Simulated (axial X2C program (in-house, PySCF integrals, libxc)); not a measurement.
# SnH: properties at the nuclei

Aim: properties at the nuclei of SnH, with spin–orbit coupling in the Hamiltonian from the start.

Method: two-component X2C with atomic mean-field terms, Sn dyall-cv3z, H dyall-v3z; program: an in-house X2C program for linear molecules on PySCF integrals.

All values are calculated.

### Step 1. The job

The input, task.json:

```json
{"zs": [50, 1], "q": 0, "bas": ["dyall-cv3z", "dyall-v3z"], "r0": 1.72, "levels": ["PBE0", "HF", "B3LYP", "PBE50", "BP86"], "nst": 3}
```

Keys: zs atomic numbers; q charge; bas basis sets; r0 starting distance in Å; levels methods (HF also brings MP2); nst determinants followed.

Command:

```bash
> python soeom.py task.json out
```

Nuclei are Gaussian, cores are contracted, and the Gaunt term is on.

### Step 2. Expectation values, lowest determinant

R = 1.780 Å. State: Ω = 1/2 (excess of +ω over −ω: ω = 1/2).

Output of the PBE0 run:

```text
two-component X2C + atomic mean field  PBE0
basis functions 146  fitting functions 745  grid points 5072
iter        total energy     max residual
   1      -6174.216719519     3.17e-05
   2      -6174.216719549     3.42e-05
   3      -6174.216719563     6.98e-06
   4      -6174.216719566     2.40e-06
   5      -6174.216719566     8.29e-07
converged
one-electron -8514.59265176  Coulomb 2495.64083063  exact exchange -41.04298830  xc functional -125.56721635  nuclear repulsion 14.86452840  atomic mean-field constant -3.51922219
```

The highest occupied spinor is 97% Sn p, 2% H p.

| level | Eeff magnitude (GV/cm) | Ws magnitude Sn (kHz) | A∥/gI Sn (MHz) | qzz Sn (a.u.) | A∥/gI H (MHz) | qzz H (a.u.) | μ (D) |
| --- | --- | --- | --- | --- | --- | --- | --- |
| PBE0 | 0.476 | 0.568 | 2560 | -5.08 | 12.5 | 0.08 | -0.52 |
| HF | 0.144 | 0.125 | 2300 | -5.15 | 14.5 | 0.09 | -0.42 |
| B3LYP | 0.861 | 1 | 2470 | -4.98 | 10.5 | 0.08 | -0.62 |
| PBE50 | 0.414 | 0.505 | 2500 | -5.13 | 12.6 | 0.08 | -0.46 |
| BP86 | 0.596 | 0.7 | 2630 | -5.03 | 11.9 | 0.08 | -0.57 |

Eeff is the effective electric field on the electron dipole moment in this Ω state and Ws the scalar–pseudoscalar constant (defined with the proton number Z and per Ω); A∥ is the parallel hyperfine constant, which follows by multiplying with the nuclear g factor gI = μI/(I μN); qzz is the electric field gradient, eQq0 = 234.96 MHz × Q/barn × qzz; μ is positive if H is the positive end. The operators were transformed with the bare-nucleus X2C matrices.

### Step 3. Expectation values, a higher determinant

R = 1.780 Å. State: Ω = 3/2 (excess of +ω over −ω: ω = 3/2), 0.28 eV above the lowest in the PBE0 search for states (made at or near this distance, with looser thresholds).

Output of the PBE0 run:

```text
two-component X2C + atomic mean field  PBE0
basis functions 146  fitting functions 745  grid points 5072
iter        total energy     max residual
   1      -6174.206347694     6.21e-06
   2      -6174.206347696     4.46e-06
   3      -6174.206347697     1.90e-06
converged
one-electron -8514.31353684  Coulomb 2495.36581430  exact exchange -41.04153481  xc functional -125.56239656  nuclear repulsion 14.86452840  atomic mean-field constant -3.51922219
```

The highest occupied spinor is 98% Sn p, 2% H p.

| level | Eeff magnitude (GV/cm) | Ws magnitude Sn (kHz) | A∥/gI Sn (MHz) | qzz Sn (a.u.) | A∥/gI H (MHz) | qzz H (a.u.) | μ (D) |
| --- | --- | --- | --- | --- | --- | --- | --- |
| PBE0 | 1.97 | 0.738 | 277 | -5.67 | -0.515 | 0.08 | -0.49 |
| HF | 9.93 | 3.81 | 246 | -5.60 | -0.0692 | 0.09 | -0.39 |
| B3LYP | 1.37 | 0.51 | 333 | -5.58 | 0.179 | 0.08 | -0.59 |
| PBE50 | 2.65 | 0.999 | 288 | -5.72 | -0.478 | 0.08 | -0.43 |
| BP86 | 1.43 | 0.531 | 277 | -5.61 | -0.308 | 0.08 | -0.54 |

### Step 4. Results

```
                                        quantity                                    value
                              lowest determinant  Ω = 1/2 (excess of +ω over −ω: ω = 1/2)
                    Eeff magnitude (GV/cm), PBE0                                    0.476
                     Ws magnitude Sn (kHz), PBE0                                    0.568
                            A∥/gI Sn (MHz), PBE0                                     2560
                             qzz Sn (a.u.), PBE0                                    -5.08
                              higher determinant  Ω = 3/2 (excess of +ω over −ω: ω = 3/2)
Eeff magnitude (GV/cm), PBE0, higher determinant                                     1.97
 Ws magnitude Sn (kHz), PBE0, higher determinant                                    0.738
        A∥/gI Sn (MHz), PBE0, higher determinant                                      277
         qzz Sn (a.u.), PBE0, higher determinant                                    -5.67
```

What this shows: In the first state, the effective field runs from 0.144 to 0.861 GV/cm over the mean-field levels, so the levels don't agree on it. The expectation values come from single determinants, which for open shells can mix terms of unlike spin or miss the lowest Ω, so a determinant need not be a state. Eeff is the effective electric field on the electron dipole moment in this Ω state and Ws the scalar–pseudoscalar constant (defined with the proton number Z and per Ω); A∥ is the parallel hyperfine constant, which follows by multiplying with the nuclear g factor gI = μI/(I μN); qzz is the electric field gradient, eQq0 = 234.96 MHz × Q/barn × qzz; μ is positive if H is the positive end. The operators were transformed with the bare-nucleus X2C matrices.
